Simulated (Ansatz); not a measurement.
# AlGaH (doublet): the correlation ladder, cc-pVTZ

An exercise on one series of results from a longer session: the logs are not shown, and one member is left open.

Method: cc-pVTZ, core rule «outside noble gas», up to 19 orbitals frozen; program: Ansatz 0.2.0, Gaussian basis.

The runs, in order: UHF; CCSD(T) on ROHF; CCSD(T) on UHF; BCCD(T) on ROHF; CCSDT(Q) on ROHF; CCSDT(Q) on UHF; CASSCF and MRCISD+Q, 7 electrons in 9 orbitals; CASSCF and NEVPT2, 7 electrons in 9 orbitals.

20 further runs of the same task are left out: 1 for a known fault of the program, 10 that didn't finish, 9 set aside as unsound or not needed. Runs told in other sessions of the task aren't counted.

## The geometry

The geometry is a PBE0/def2-TZVP stationary point (not a proven minimum). No spin-orbit coupling is included. The filled d shell of Ga may be among the frozen orbitals whatever the setting's name suggests.

3 atoms, charge 0, spin multiplicity 2.

Atoms are counted from 1 here; the program's logs count them from 0.

Bond lengths: Al1–Ga2 2.671 Å, Al1–H3 1.622 Å. Angles: Ga2–Al1–H3 180.0°.

The first run:

Contents of in.yaml:

```yaml
crystal:
  periodic: [false, false, false]
  atoms:
    - {symbol: Al, position_ang: [0.000000, 0.000000, 0.349567]}
    - {symbol: Ga, position_ang: [0.000000, 0.000000, -2.320933]}
    - {symbol: H, position_ang: [0.000000, 0.000000, 1.971367]}
basis:
  gaussian: {orbitals: cc-pVTZ}
magnetization: {spin_polarized: true, initial_magnetization: 1}
hamiltonian: {xc: hf}
output: {orbitals: {seedname: orbitals}}
```

The run is started by

```console
> ansatz run in.yaml --threads 1 --pin off --events-out ev --progress --plain --max-ram 2393MiB
```

Among the steps run: UHF; CCSD(T) on ROHF; CCSD(T) on UHF; BCCD(T) on ROHF; CCSDT(Q) on ROHF; CCSDT(Q) on UHF; CASSCF and MRCISD+Q, 7 electrons in 9 orbitals; CASSCF and NEVPT2, 7 electrons in 9 orbitals.

One of the session's tables, all rows but one given; the rest of the session is left out.

It belongs to the step «Misses and costs». 

```
          method  from UCCSDT(Q) (kJ/mol)
            ROHF                   +396.7
             UHF                   +387.7
            RMP2                    +96.8
            UMP2                    +99.9
           RCCSD                    +20.5
           UCCSD                    +20.3
        RCCSD(T)                     +4.8
        UCCSD(T)                     +4.8
         BCCD(T)                     +4.8
          RCCSDT                     +1.0
          UCCSDT                     +0.9
       RCCSDT(Q)                     +0.1
       UCCSDT(Q)                        0
  CASSCF valence                   +217.0
  NEVPT2 valence                    +60.9
  MRCISD valence                        ?
MRCISD+Q valence                     +0.6
```

Q: Estimate the row for MRCISD valence from the others.

The run gave: from UCCSDT(Q) (kJ/mol): +13.7. In the column «from UCCSDT(Q) (kJ/mol)» it lies between BCCD(T) (+4.8) and UCCSD (+20.3).

With the free atoms at the same levels and basis (separate runs), the atomisation energy is 4.014 eV at UCCSDT(Q), 3.990 eV at RCCSD(T), 3.985 eV at UCCSD(T), 2.824 eV at ROHF.

Caveats from the session: Restricted and unrestricted rows rest on different reference determinants; a gap between their highest levels can come from leftover correlation error, from unlike frozen cores or from another state.
